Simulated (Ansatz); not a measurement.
# CH₃Ga (triplet): from Hartree-Fock to the top rungs, cc-pVDZ

An exercise on one series of results from a longer session: the logs are not shown, and one member is left open.

Computed with Ansatz 0.2.0, Gaussian basis. Level: cc-pVDZ, core rule «outside noble gas», up to 15 orbitals frozen.

The runs, in order: UHF; CCSD(T) on ROHF; CCSD(T) on UHF; BCCD(T) on ROHF; CISD; CCSDT(Q) on ROHF; CCSDT(Q) on UHF; CASSCF and NEVPT2, 10 electrons in 11 orbitals.

27 further runs of the same task are left out: 1 for a known fault of the program, 11 that didn't finish, 15 set aside as unsound or not needed.

## The geometry

The geometry is a PBE0/def2-TZVP stationary point (not a proven minimum). No spin-orbit coupling is included. The filled d shell of Ga may be among the frozen orbitals whatever the setting's name suggests; the logs give the count.

5 atoms, charge 0, spin multiplicity 3.

Atoms are counted from 1 here; the program's logs count them from 0.

Bond lengths: C1–Ga2 1.956 Å, C1–H3 1.090 Å, C1–H4 1.087 Å, Ga2–H5 1.596 Å. Angles: Ga2–C1–H3 122.8°, Ga2–C1–H4 123.5°, H3–C1–H4 113.7°, C1–Ga2–H5 119.5°.

The first run:

in.yaml reads:

```yaml
crystal:
  periodic: [false, false, false]
  atoms:
    - {symbol: C, position_ang: [0.000000, 0.082980, 1.625733]}
    - {symbol: Ga, position_ang: [0.000000, -0.036718, -0.326926]}
    - {symbol: H, position_ang: [0.000000, 1.033629, 2.158538]}
    - {symbol: H, position_ang: [0.000000, -0.785147, 2.279606]}
    - {symbol: H, position_ang: [0.000000, 1.302631, -1.195794]}
basis:
  gaussian: {orbitals: cc-pVDZ}
magnetization: {spin_polarized: true, initial_magnetization: 2}
hamiltonian: {xc: hf}
output: {orbitals: {seedname: orbitals}}
```

Started as:

```console
$ ansatz run in.yaml --threads 1 --pin off --events-out ev --progress --plain --max-ram 2393MiB
```

Steps of the session up to this table: UHF; CCSD(T) on ROHF; CCSD(T) on UHF; BCCD(T) on ROHF; CISD; CCSDT(Q) on ROHF; CCSDT(Q) on UHF; CASSCF and NEVPT2, 10 electrons in 11 orbitals.

One of the session's tables, all rows but one given; the rest of the session is left out.

```
        method  from UCCSDT(Q) (kJ/mol)
          ROHF                   +541.6
           UHF                   +529.3
          RMP2                    +97.7
          UMP2                        ?
         RCCSD                    +16.3
         UCCSD                    +15.4
      RCCSD(T)                     +3.7
      UCCSD(T)                     +3.0
       BCCD(T)                     +3.7
        RCCSDT                     +1.4
        UCCSDT                     +0.7
     RCCSDT(Q)                     +0.7
     UCCSDT(Q)                        0
CASSCF valence                   +303.2
NEVPT2 valence                    +83.4
```

**Question.** Estimate the row for UMP2.

**Answer.** from UCCSDT(Q) (kJ/mol): +97.8. In the column «from UCCSDT(Q) (kJ/mol)» it lies between RMP2 (+97.7) and CASSCF valence (+303.2).

Not comparable, so not listed: CISD (they don't share determinant, frozen orbitals or solution with the rows shown, or repeat one).

Limits of these values: Restricted and unrestricted rows rest on different reference determinants; where their highest levels disagree by more than a few hundredths of an eV, they describe different states and don't form one ladder.
